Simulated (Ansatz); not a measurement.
**SiO2: strong compression**

How does SiO2 (rutile type) answer strong compression? Methods of the runs shown: PAW.

Computed with Ansatz 0.2.0 (DFT LDA, with the methods named in each step, unless a step's input says otherwise).

## 1. The structure to begin with

It takes space group P4_2/mnm (No. 136, tetragonal). The conventional cell has a = 4.496 Å, b = 4.496 Å, c = 2.968 Å, α = 90.00°, β = 90.00°, γ = 90.00°. Around Si (site symmetry mmm) lie 6 O at 1.93 to 1.94 Å. O (site symmetry m2m) is surrounded by 3 Si at 1.93 to 1.94 Å.

As a file:

```
Si O
1.0
     4.49644    0.00000    0.00000
     0.00000    4.49644    0.00000
     0.00000    0.00000    2.96765
Si O
2 4
Direct
  0.00000 0.00000 0.00000
  0.50000 0.50000 0.50000
  0.30500 0.30500 0.00000
  0.69500 0.69500 0.00000
  0.80500 0.19500 0.50000
  0.19500 0.80500 0.50000
```

Whether this phase is the stable one at these pressures isn't tested.

Atoms are numbered in the order of the input: Si1, Si2, O3, O4, O5, O6.

## 2. Cell relaxed at zero pressure, PAW

input.yaml reads:

```yaml
crystal:
  lattice:
    - [4.4964431302, 0.0, 0.0]
    - [0.0, 4.4964431302, 0.0]
    - [0.0, 0.0, 2.967652466]
  atoms:
    - { symbol: Si, position: [0.0, 0.0, 0.0] }
    - { symbol: Si, position: [0.5, 0.5, 0.5] }
    - { symbol: O, position: [0.305, 0.305, 0.0] }
    - { symbol: O, position: [0.695, 0.695, 0.0] }
    - { symbol: O, position: [0.805, 0.195, 0.5] }
    - { symbol: O, position: [0.195, 0.805, 0.5] }
kpoints:
  mp_grid: { grid: [8, 8, 11] }
scf:
  occupations: { method: fermi_dirac, width: 0.08 }
hamiltonian:
  xc: lda
  pseudopotentials: { kind: paw }
output:
  forces: true
  stress: true
relax:
  f_tol: 0.005
  max_steps: 40
  cell: {}
```

Launch:

```bash
$ ansatz run input.yaml --threads 2 --pin off --max-ram 5120MiB --backend cpu --events-out ev --progress --plain --runs-dir out
```

The runs that follow: Volume scaled by 1, PAW; Shape and atoms relaxed at 0.94 of the volume, PAW; Volume scaled by 0.94, PAW; Shape and atoms relaxed at 0.88 of the volume, PAW; Volume scaled by 0.88, PAW; Shape and atoms relaxed at 0.8 of the volume, PAW; Volume scaled by 0.8, PAW; Shape and atoms relaxed at 0.72 of the volume, PAW; Volume scaled by 0.72, PAW; Shape and atoms relaxed at 0.62 of the volume, PAW; Volume scaled by 0.62, PAW; Volume scaled by 0.62, PAW (level accurate).

**Question.** What will these runs give? Wanted: PAW pressure at 0.62 of the volume; PAW; fitted bulk modulus at zero pressure.

**Answer**, as computed:

| quantity | value |
| --- | --- |
| PAW pressure at 0.62 of the volume | 408.4 GPa |
| PAW (level accurate) pressure at 0.62 of the volume | 408.0 GPa |
| fitted bulk modulus at zero pressure (PAW) | 323 GPa |
| its pressure derivative | 4.06 |

By PAW the pressure climbs to 408 GPa at 0.62 of the first volume. A third-order Birch-Murnaghan curve fits the range only roughly (B₀ = 323 GPa, B′ = 4.06, misfit at most 1.36 GPa). A fit over so wide a range leans to the high pressures, so B₀ can be off by several per cent. The gap goes from 5.81 to 6.87 eV. No all-electron run checks these rows here, and frozen cores can fail under such compression. The ions are at rest, and the electrons smeared by 0.08 eV.

These are semilocal Kohn-Sham gaps, which aren't the measured quantity. Such gaps usually fall short of the measured ones.
